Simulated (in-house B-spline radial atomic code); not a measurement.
# Pt²¹⁺: ionisation energy by several methods

How far do functionals differ on the ionisation energy of Pt²¹⁺? Each run solves Pt²¹⁺ and then the next ion ([Kr] 4d10 4f10).

Program: in-house B-spline radial atomic code version 1. Level of theory: Dirac-Coulomb, several functionals; spherical all-electron atom at the radial basis limit. These are calculated values, not measurements, unless marked.

**1. The system**

- element: platinum (Z = 78)
- charge: +21
- electrons: 57
- configuration: [Kr] 4d10 4f11
- nucleus: Fermi, rms radius 5.427 fm

Outer shells as boxes (Hund's rule):

[Kr] 4d10 4f11
```
[Kr] core
4d [↑↓][↑↓][↑↓][↑↓][↑↓]
4f [↑↓][↑↓][↑↓][↑↓][↑ ][↑ ][↑ ]
```

The boxes only draw the filling; these runs are spin-restricted and spherical.

**2. BLYP**

Settings, as recorded:

```ini
Z = 78
electrons = 57.0
configuration = [Kr] 4d10 4f11
hamiltonian = dirac
method = b88,lyp
spin_polarised = False
nucleus = fermi
rms_radius = 5.427
mass_number = 195
atomic_mass = 194.964794325
speed_of_light = 137.035999084
```

**3. relativistic LDA**

Settings: those of step 2 with these lines changed.

```diff
@@ -4,3 +4,3 @@
 hamiltonian = dirac
-method = b88,lyp
+method = lda_x_rel,vwn
 spin_polarised = False
```

**4. LDA (PW92)**

Settings: those of step 3 with these lines changed.

```diff
@@ -4,3 +4,3 @@
 hamiltonian = dirac
-method = lda_x_rel,vwn
+method = lda,pw
 spin_polarised = False
```

Q: The tabulated ionisation energy is 610 ± 30 eV (tabulated theoretical; NIST Atomic Spectra Database). What does each method give, and which comes nearest?

**Answer**, as computed:

| method | rung | total energy (hartree) | ΔSCF (eV) | −ε highest (eV) | ΔSCF less tabulated (eV) |
| --- | --- | --- | --- | --- | --- |
| relativistic LDA | LDA | -18217.5827 | 611.22 | 586.64 (4f7/2) | +1.22 |
| LDA (PW92) | LDA | -18254.6224 | 611.13 | 586.55 (4f7/2) | +1.13 |
| BLYP | GGA | -18266.3774 | 610.42 | 585.84 (4f7/2) | +0.42 |

**Reading.** Against the tabulated ionisation energy, 610 ± 30 eV (tabulated theoretical; NIST Atomic Spectra Database), the best here is BLYP (+0.42 eV) and the worst relativistic LDA (+1.22 eV, or 0.20 %). The table's own uncertainty is as large as these misses, so the order means little. Open shells are averaged (over orientations, and over spins where the run is restricted), while tables refer to the lowest levels. For the semilocal functionals minus the highest level recovers only 96 % of their own ΔSCF value, a mark of self-interaction.

Members of this set that are not shown: 1 used exact exchange with fractional occupations of an open shell, which is unsound here.
